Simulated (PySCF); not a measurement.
# B5H11Si (nido-B5H9 (SiH3 for H, site a on B)): the cost of one run

Method: levels as typed in each script, gas phase, geometry from GFN2-xTB; program: PySCF 2.14.0.

## 1. The starting structure

17 atoms, charge 0, spin multiplicity 1.

Bond lengths: B1–B2 1.849 Å, B1–B3 1.698 Å, B1–B4 1.821 Å, B1–H6 1.173 Å, B1–H14 1.355 Å, B1–H17 1.333 Å, B2–B3 1.716 Å, B2–B5 1.847 Å, B2–Si7 1.956 Å, B2–H14 1.332 Å, B2–H15 1.321 Å, B3–B4 1.703 Å, B3–B5 1.696 Å, B3–H11 1.172 Å, B4–B5 1.818 Å, B4–H12 1.173 Å, B4–H16 1.352 Å, B4–H17 1.351 Å and more. Angles: B2–B1–B3 57.7°, B2–B1–B4 90.4°, B2–B1–H6 133.4°, B2–B1–H14 46.0°, B2–B1–H17 111.2°, B3–B1–B4 57.8°, B3–B1–H6 130.0°, B3–B1–H14 103.2°, B3–B1–H17 104.8°, B4–B1–H6 134.7°, B4–B1–H14 111.4°, B4–B1–H17 47.7°, H6–B1–H14 108.8°, H6–B1–H17 109.4°, H14–B1–H17 95.1°, B1–B2–B3 56.7°, B1–B2–B5 88.6°, B1–B2–Si7 134.5° and more.

Geometry (Å):

```xyz
17
charge 0, multiplicity 1
B     1.1120    1.2913    0.1648
B    -0.2094    0.0016    0.2626
B     1.0191    0.0013   -0.9359
B     2.3888   -0.0041    0.0769
B     1.1071   -1.2903    0.1591
H     1.0956    2.4487   -0.0271
Si   -2.1464    0.0009   -0.0127
H    -2.9015    0.4456    1.1872
H    -2.7026   -1.3369   -0.2928
H    -2.6484    0.8748   -1.0853
H     0.9363    0.0051   -2.1052
H     3.5316   -0.0079   -0.1873
H     1.0768   -2.4480   -0.0276
H     0.1594    0.9870    1.0796
H     0.1441   -0.9724    1.0828
H     2.1307   -0.9971    0.9578
H     2.1391    0.9887    0.9581
```

## 2. Localised orbitals (PBE/def2-tzvp)

Contents of input.py:

```python
import numpy as np
from pyscf import gto, scf, dft, lo
from pyscf.data.elements import chemcore

def solve(mol, dm0=None, hcore=None):
    mf = (dft.UKS if mol.spin else dft.RKS)(mol, xc='pbe')
    mf.grids.level = 3
    mf = mf.density_fit(auxbasis='def2-universal-jkfit')
    mf.conv_tol, mf.max_cycle = 1e-8, 80
    if hcore is not None:
        mf.get_hcore = lambda *args: hcore
    mf.kernel(dm0)
    if not mf.converged:
        mf = mf.newton().run(mf.mo_coeff, mf.mo_occ, max_cycle=30)
    assert mf.converged, 'SCF not converged'
    return mf

mol = gto.M(atom='''
B      1.11201     1.29134     0.16479
B     -0.20937     0.00163     0.26260
B      1.01911     0.00126    -0.93594
B      2.38877    -0.00408     0.07692
B      1.10709    -1.29028     0.15912
H      1.09557     2.44865    -0.02710
Si    -2.14636     0.00092    -0.01268
H     -2.90147     0.44565     1.18719
H     -2.70264    -1.33685    -0.29283
H     -2.64842     0.87484    -1.08534
H      0.93627     0.00514    -2.10517
H      3.53162    -0.00794    -0.18735
H      1.07680    -2.44799    -0.02763
H      0.15938     0.98701     1.07960
H      0.14409    -0.97236     1.08281
H      2.13066    -0.99714     0.95776
H      2.13908     0.98871     0.95813
''', basis='def2-tzvp', charge=0, spin=0, verbose=4)
mf = solve(mol)
occ_all = mf.mo_coeff[:, mf.mo_occ > 0]
occ = occ_all[:, chemcore(mol):]
loc = lo.ibo.ibo(mol, occ, iaos=lo.iao.iao(mol, occ_all))
fock, s = mf.get_fock(), mf.get_ovlp()
ortho = lo.orth_ao(mol, 'meta_lowdin')
ortho = lo.vec_lowdin(lo.iao.iao(mol, occ_all), s)
labels = lo.iao.reference_mol(mol).ao_labels(fmt=None)
vir = lo.vvo.livvo(mol, occ_all, mf.mo_coeff[:, mf.mo_occ == 0])
both = np.hstack([loc, vir])
p = (ortho.T @ s @ both) ** 2
pop = np.array([p[[l[0] == a for l in labels]].sum(0) for a in range(mol.natm)])
spd = np.array([[p[[l[0] == a and l[2][-1] == k for l in labels]].sum(0) for k in 'spd'] for a in range(mol.natm)])
eps = np.einsum('pi,pq,qi->i', both, fock, both)
for i in np.argsort(eps):
    top = np.argsort(-pop[:, i])[:3]
    print('%3d %s %9.4f Eh ' % (i + 1, 'occ' if i < loc.shape[1] else 'vir', eps[i]), '  '.join('%s%d %.3f' % (mol.atom_symbol(a), a + 1, pop[a, i]) for a in top))
np.savez('result.npz', c=both, nocc=loc.shape[1], pop=pop, spd=spd, eps=eps, e=mf.e_tot)
```

On the command line:

```sh
> OMP_NUM_THREADS=1 python input.py
```

Q: Estimate wall time and peak memory on 1 thread of Intel Xeon at 2.50GHz (Skylake/Cascade Lake), shared host.

About 1.9 min, with a peak of 0.84 GiB.
